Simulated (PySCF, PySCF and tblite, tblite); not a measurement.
**C5H12OSi: a path driven as rotation about a bond, and NMR exchange**

How fast is rotation about a bond in C5H12OSi (`CO[C@H]1CC[SiH2]C1`), and when do the exchanging lines merge?

Computed with tblite 0.8.0 (tight binding) and PySCF 2.14.0 (DFT, with response routines of our own); each step states its level. Atoms count from 0 throughout.

## Step 1: The molecule as given

19 atoms, charge 0, multiplicity 1; geometry from: force field or distance geometry start.

Bonds of the start (Å): C0–H7 1.10, C0–H8 1.10, C0–H9 1.08, C0–O1 1.44, C2–C3 1.54, C2–C6 1.56, C2–H10 1.09, C3–C4 1.54, C3–H11 1.10, C3–H12 1.10, C4–H13 1.09, C4–H14 1.09, C4–Si5 1.92, C6–H17 1.10, C6–H18 1.09, O1–C2 1.43, Si5–C6 1.92, Si5–H15 1.48, Si5–H16 1.48.

## Step 2: GFN2-xTB relaxation, start minimum

Job settings and geometry (Å):

```
{"job": {"xc": "GFN2-xTB", "basis": "xTB", "kind": "relax"}, "charge": 0, "multiplicity": 1}
C      2.358100     0.188100     1.057500
O      1.381400     0.539700     0.061700
C      0.548900    -0.560800    -0.297600
C     -0.591000    -0.771900     0.720500
C     -1.561300     0.416900     0.662300
Si    -1.677300     0.835600    -1.208200
C     -0.119000    -0.198400    -1.657000
H      2.981500     1.073000     1.248000
H      1.873100    -0.093900     1.999300
H      2.986200    -0.622800     0.707900
H      1.146400    -1.462300    -0.425900
H     -0.215200    -0.884200     1.752100
H     -1.131600    -1.704300     0.493400
H     -1.141700     1.278000     1.188200
H     -2.540900     0.180200     1.080300
H     -1.507400     2.289900    -1.454400
H     -2.886700     0.250700    -1.821700
H     -0.459200    -1.114700    -2.163400
H      0.545900     0.370300    -2.302500
```

Run with:

```sh
OMP_NUM_THREADS=1 python ens_run.py task.json out
```

The driver reads the study from task.json and runs its stages one after another.

The program printed:

```text
step      E/eV     max force
  0    -615.09779    1.206
  1    -615.15803    0.417
  2    -615.17792    0.302
  3    -615.19352    0.313
  4    -615.20129    0.193
  5    -615.20699    0.167
  6    -615.21186    0.149
  7    -615.21557    0.128
  8    -615.21749    0.082
  9    -615.21843    0.063
 10    -615.21908    0.073
 11    -615.21969    0.070
 12    -615.22027    0.068
 13    -615.22084    0.053
 14    -615.22138    0.053
 15    -615.22181    0.042
 16    -615.22212    0.040
 17    -615.22237    0.041
 18    -615.22268    0.051
 19    -615.22305    0.059
 20    -615.22343    0.043
 21    -615.22378    0.048
 22    -615.22414    0.043
 23    -615.22458    0.056
 24    -615.22506    0.061
 25    -615.22547    0.050
 26    -615.22575    0.042
 27    -615.22599    0.042
 28    -615.22625    0.038
 29    -615.22650    0.043
 30    -615.22672    0.041
 31    -615.22692    0.034
 32    -615.22715    0.038
 33    -615.22742    0.043
 34    -615.22770    0.038
 35    -615.22799    0.035
 36    -615.22831    0.043
 37    -615.22873    0.053
 38    -615.22925    0.056
 39    -615.22978    0.054
 40    -615.23027    0.053
 41    -615.23073    0.056
 42    -615.23124    0.060
 43    -615.23179    0.056
 44    -615.23229    0.056
 45    -615.23269    0.049
 46    -615.23311    0.052
 47    -615.23364    0.047
 48    -615.23426    0.050
 49    -615.23480    0.050
 50    -615.23524    0.043
 51    -615.23574    0.060
 52    -615.23649    0.076
 53    -615.23753    0.087
 54    -615.23856    0.071
 55    -615.23929    0.052
 56    -615.23980    0.054
 57    -615.24032    0.072
 58    -615.24090    0.069
 59    -615.24121    0.089
 60    -615.24173    0.051
 61    -615.24203    0.041
 62    -615.24264    0.046
 63    -615.24304    0.048
 64    -615.24357    0.034
 65    -615.24384    0.029
 66    -615.24397    0.021
 67    -615.24406    0.027
 68    -615.24417    0.022
 69    -615.24425    0.019
 70    -615.24430    0.015
 71    -615.24434    0.012
 72    -615.24436    0.009
 73    -615.24437    0.007
 74    -615.24438    0.008
 75    -615.24440    0.010
 76    -615.24441    0.010
 77    -615.24443    0.011
 78    -615.24445    0.013
 79    -615.24448    0.013
 80    -615.24451    0.016
 81    -615.24455    0.019
 82    -615.24460    0.021
 83    -615.24465    0.017
 84    -615.24470    0.016
 85    -615.24473    0.019
 86    -615.24476    0.017
 87    -615.24480    0.011
 88    -615.24482    0.009
 89    -615.24484    0.008
 90    -615.24485    0.010
 91    -615.24486    0.010
 92    -615.24488    0.008
 93    -615.24489    0.007
 94    -615.24490    0.007
 95    -615.24491    0.009
 96    -615.24492    0.007
 97    -615.24492    0.005
 98    -615.24492    0.002
```

Wall time 0.68 s (1 thread of Arm Neoverse V1, shared host).

The energy fell by 0.147 eV, and the atoms moved 0.30 Å (root mean square).

## Step 3: Relaxed scan, rotation

Job settings and geometry (Å):

```
{"job": {"xc": "GFN2-xTB", "basis": "xTB", "coordinate": [["t", [3, 2, 1, 0], 0.3333333333333333], ["t", [6, 2, 1, 0], 0.3333333333333333], ["t", [10, 2, 1, 0], 0.3333333333333333]], "kind": "drive"}, "charge": 0, "multiplicity": 1}
C      2.156336     0.397734     1.015361
O      1.297291     0.502682    -0.086435
C      0.528037    -0.652771    -0.371745
C     -0.555815    -0.905193     0.682799
C     -1.480575     0.314782     0.702151
Si    -1.474693     0.947234    -1.098690
C     -0.190827    -0.332504    -1.677416
H      2.786498     1.285886     1.000228
H      1.612929     0.364519     1.966868
H      2.788865    -0.496313     0.941281
H      1.198672    -1.526306    -0.457357
H     -0.120563    -1.102226     1.664713
H     -1.110447    -1.796132     0.382872
H     -1.077155     1.071579     1.373980
H     -2.463864     0.045354     1.083299
H     -1.011148     2.327006    -1.224121
H     -2.768108     0.759447    -1.768212
H     -0.646797    -1.234848    -2.080577
H      0.521560     0.039320    -2.408599
```

The program printed:

```text
point  coordinate     E/eV
  0    -66.900     -615.22566
  1    -81.600     -615.16617
  2    -96.600     -615.08769
  3   -111.900     -615.02773
  4   -127.500     -615.01694
  5   -142.800     -615.06024
  6   -157.700     -615.11761
  7   -172.400     -615.15235
```

It took 2.4 s on 1 thread of Arm Neoverse V1, shared host.

The highest point is number 4, 4.8 kcal/mol above the first.

## Step 4: Nudged elastic band, leg 1

Changed since step 3:

```diff
@@ -1,2 +1,2 @@
-{"job": {"xc": "GFN2-xTB", "basis": "xTB", "coordinate": [["t", [3, 2, 1, 0], 0.3333333333333333], ["t", [6, 2, 1, 0], 0.3333333333333333], ["t", [10, 2, 1, 0], 0.3333333333333333]], "kind": "drive"}, "charge": 0, "multiplicity": 1}
+{"job": {"xc": "GFN2-xTB", "basis": "xTB", "kind": "neb"}, "charge": 0, "multiplicity": 1}
 C      2.156336     0.397734     1.015361
```

The program printed:

```text
image   E - E0 / eV
  0       0.0000
  1       0.0188
  2       0.1044
  3       0.2249
  4       0.2122
  5       0.1307
  6       0.0878
```

Run time: 2 s. Hardware: 1 thread of Arm Neoverse V1, shared host.

The highest point is number 3, 5.2 kcal/mol above the first.

## Step 5: Saddle search, leg 1

Job settings and geometry (Å):

```
{"job": {"xc": "GFN2-xTB", "basis": "xTB", "kind": "saddle"}, "charge": 0, "multiplicity": 1}
C      1.947615     0.548822     1.000563
O      1.702050     0.003191    -0.264989
C      0.574374    -0.845866    -0.477650
C     -0.424588    -1.006762     0.673941
C     -1.335678     0.221087     0.802075
Si    -1.399651     0.984574    -0.945737
C     -0.178270    -0.271703    -1.685747
H      2.896791     1.074835     0.902378
H      1.178496     1.268899     1.297197
H      2.049026    -0.215927     1.778528
H      0.987223    -1.840065    -0.721581
H      0.082555    -1.234696     1.612579
H     -1.037646    -1.874796     0.421466
H     -0.939671     0.921393     1.537253
H     -2.313831    -0.082388     1.173233
H     -0.924070     2.370145    -0.959949
H     -2.727641     0.888142    -1.557269
H     -0.690631    -1.069394    -2.222029
H      0.553547     0.160512    -2.364261
```

The program printed:

```text
step      E/eV     max force
  0    -615.02000   0.0471
  1    -615.01479   0.1336
  2    -615.01885   0.0401
  3    -615.01603   0.0491
  4    -615.01426   0.0943
  5    -615.01525   0.0185
  6    -615.01453   0.0193
  7    -615.01450   0.0063
  8    -615.01450   0.0000
lowest wavenumbers (cm-1): -149.5 71.1 145.3 246.0 309.8 343.1
```

Wall time 3.6 s (1 thread of Arm Neoverse V1, shared host); peak memory 0.2 GiB.

Point group C1; 1 imaginary mode, 150i cm⁻¹, carried by O1, C0, H8, H9. Steps downhill from it reached both ends.

## Step 6: Shieldings, start: PBE0/pcSseg-1 in cyclohexane

Job settings and geometry (Å):

```
{"job": {"kind": "nmr", "xc": "PBE0", "basis": "pcSseg-1", "solvent": "cyclohexane", "pop": false}, "charge": 0, "multiplicity": 1}
C      2.156336     0.397734     1.015361
O      1.297291     0.502682    -0.086435
C      0.528037    -0.652771    -0.371745
C     -0.555815    -0.905193     0.682799
C     -1.480575     0.314782     0.702151
Si    -1.474693     0.947234    -1.098690
C     -0.190827    -0.332504    -1.677416
H      2.786498     1.285886     1.000228
H      1.612929     0.364519     1.966868
H      2.788865    -0.496313     0.941281
H      1.198672    -1.526306    -0.457357
H     -0.120563    -1.102226     1.664713
H     -1.110447    -1.796132     0.382872
H     -1.077155     1.071579     1.373980
H     -2.463864     0.045354     1.083299
H     -1.011148     2.327006    -1.224121
H     -2.768108     0.759447    -1.768212
H     -0.646797    -1.234848    -2.080577
H      0.521560     0.039320    -2.408599
```

The program printed:

```text
coarse grid: 15584 points
cycle   1  E = -561.8411541376  dE =  7.270e-01  |g| = 6.182e-01  |ddm| = 3.738e+00
cycle   2  E = -561.7715402154  dE =  6.961e-02  |g| = 8.612e-01  |ddm| = 1.349e+00
cycle   3  E = -561.9219203310  dE = -1.504e-01  |g| = 8.327e-02  |ddm| = 8.795e-01
cycle   4  E = -561.9229069766  dE = -9.866e-04  |g| = 3.709e-02  |ddm| = 8.195e-02
cycle   5  E = -561.9232028795  dE = -2.959e-04  |g| = 6.841e-03  |ddm| = 3.487e-02
cycle   6  E = -561.9232121060  dE = -9.226e-06  |g| = 2.298e-03  |ddm| = 8.061e-03
final grid: 143640 points
cycle   7  E = -561.9761627798  dE = -3.167e-05  |g| = 1.338e-02  |ddm| = 3.124e-02
cycle   8  E = -561.9761254914  dE =  3.729e-05  |g| = 1.927e-02  |ddm| = 2.444e-02
cycle   9  E = -561.9761997651  dE = -7.427e-05  |g| = 1.204e-03  |ddm| = 1.470e-02
cycle  10  E = -561.9762000649  dE = -2.998e-07  |g| = 2.712e-04  |ddm| = 1.417e-03
cycle  11  E = -561.9762000797  dE = -1.480e-08  |g| = 7.827e-05  |ddm| = 3.245e-04
cycle  12  E = -561.9762000810  dE = -1.270e-09  |g| = 2.366e-05  |ddm| = 7.556e-05
cycle  13  E = -561.9762000811  dE = -1.294e-10  |g| = 2.266e-06  |ddm| = 2.056e-05
converged SCF energy = -561.9762000811

GIAO shielding tensors (ppm)
atom      isotropic    diamagn.    paramagn.     s11        s22        s33       span
  0 C      130.334     244.406    -114.072     96.811    109.571    184.621     87.811
  1 O      296.391     399.695    -103.304    267.822    295.977    325.373     57.551
  2 C      101.221     248.063    -146.842     83.502     89.338    130.822     47.320
  3 C      155.920     250.683     -94.763    131.159    163.168    173.433     42.274
  4 C      183.881     251.447     -67.566    168.482    183.470    199.691     31.209
  5 Si     382.521     879.257    -496.736    330.889    388.084    428.590     97.701
  6 C      166.844     252.356     -85.512    145.135    159.725    195.672     50.537
  7 H       27.943      28.789      -0.845     23.591     25.107     35.132     11.541
  8 H       28.212      30.610      -2.398     23.324     26.639     34.673     11.349
  9 H       28.628      29.262      -0.634     24.589     25.663     35.633     11.044
 10 H       27.644      32.729      -5.085     24.834     25.923     32.175      7.341
 11 H       29.136      32.479      -3.343     24.804     27.509     35.093     10.289
 12 H       30.708      32.604      -1.896     26.107     27.928     38.089     11.982
 13 H       30.866      31.496      -0.630     25.952     28.266     38.380     12.427
 14 H       30.913      29.736       1.177     25.708     27.778     39.253     13.545
 15 H       27.543      28.982      -1.439     24.210     24.877     33.543      9.332
 16 H       27.569      28.686      -1.117     24.103     24.812     33.792      9.690
 17 H       31.066      31.070      -0.004     26.687     27.284     39.226     12.539
 18 H       30.578      31.054      -0.476     26.377     27.934     37.425     11.048
```

It took 34 s on 1 thread of Arm Neoverse V1, shared host; peak memory 1 GiB.

Key values: HOMO -7.35 eV, LUMO 1.18 eV; dipole 1.85 D.

(Part 1 of 2 ends here.)
